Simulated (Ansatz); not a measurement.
# Si, 2 atoms: a single-point run with RPA energy on CPU cores

The task is the ground state of Si in a cell of 2 atoms at the typed geometry, followed by RPA energy. How long does it take, and what comes out?

Computed with Ansatz 0.2 development build (DFT, PBE, NC PseudoDojo, scalar-relativistic, unless a step's input says otherwise).

## (1) The system as given

It takes space group Fd-3m (No. 227, cubic). Conventional cell: a = 5.437 Å, b = 5.437 Å, c = 5.437 Å, α = 90.00°, β = 90.00°, γ = 90.00°. Around Si (site symmetry -43m) lie 4 Si at 2.35 Å.

Structure file:

```cif
data_structure
_symmetry_space_group_name_H-M 'P 1'
_symmetry_Int_Tables_number 1
_cell_length_a 3.8445
_cell_length_b 3.8445
_cell_length_c 3.8445
_cell_angle_alpha 60.000
_cell_angle_beta 60.000
_cell_angle_gamma 60.000
_cell_volume 40.18
loop_
_atom_site_label
_atom_site_type_symbol
_atom_site_fract_x
_atom_site_fract_y
_atom_site_fract_z
_atom_site_occupancy
Si1 Si 0.00000 0.00000 0.00000 1
Si2 Si 0.25000 0.25000 0.25000 1
```

## (2) The run

Contents of input.yaml:

```yaml
crystal:
  lattice:
    - [0, 2.7185, 2.7185]
    - [2.7185, 0, 2.7185]
    - [2.7185, 2.7185, 0]
  atoms:
    - { symbol: Si, position: [0, 0, 0] }
    - { symbol: Si, position: [0.25, 0.25, 0.25] }
basis:
  ecutwfc: "310 eV"
  precision: f64
  ecutrho_ratio: 4
kpoints:
  mp_grid: { grid: [6, 6, 6], shift: [0, 0, 0] }
hamiltonian:
  xc: pbe
  pseudopotentials: { kind: nc, accuracy: standard }
scf:
  occupations: { method: fixed }
  convergence: { dr2_threshold: "1e-8 eV" }
output:
  rpa_energy:
    n_bands: 100
    ecut_chi_ladder: ["150 eV", "175 eV", "200 eV"]
    long_wavelength: optical_limit
```

The run is started by

```sh
> ansatz run input.yaml --threads 32 --backend cpu --pin auto --events-out ev
```

Before running it: what results should come out? Wanted: free energy; electrons solved for; SCF passes in all; RPA correlation energy; exact exchange.

As calculated:

| quantity | value |
| --- | --- |
| time per pass of the first SCF | 0.012 s |
| free energy | -230.2405 eV (-115.1203 eV/atom) |
| electrons solved for | 8 |
| SCF passes in all | 6 |
| RPA correlation energy | -12.444 eV (-6.222 eV/atom) |
| exact exchange | -57.756 eV |
| wall time | 60 s (32 threads of Arm Neoverse V2 (Grace), shared host) |

**Reading.** Of the time up to the last event, 98 % went to the work after the first SCF (RPA energy). The reported correlation energy lies 0.310 eV from that at the highest cutoff, which shows how much the extrapolation supplies.
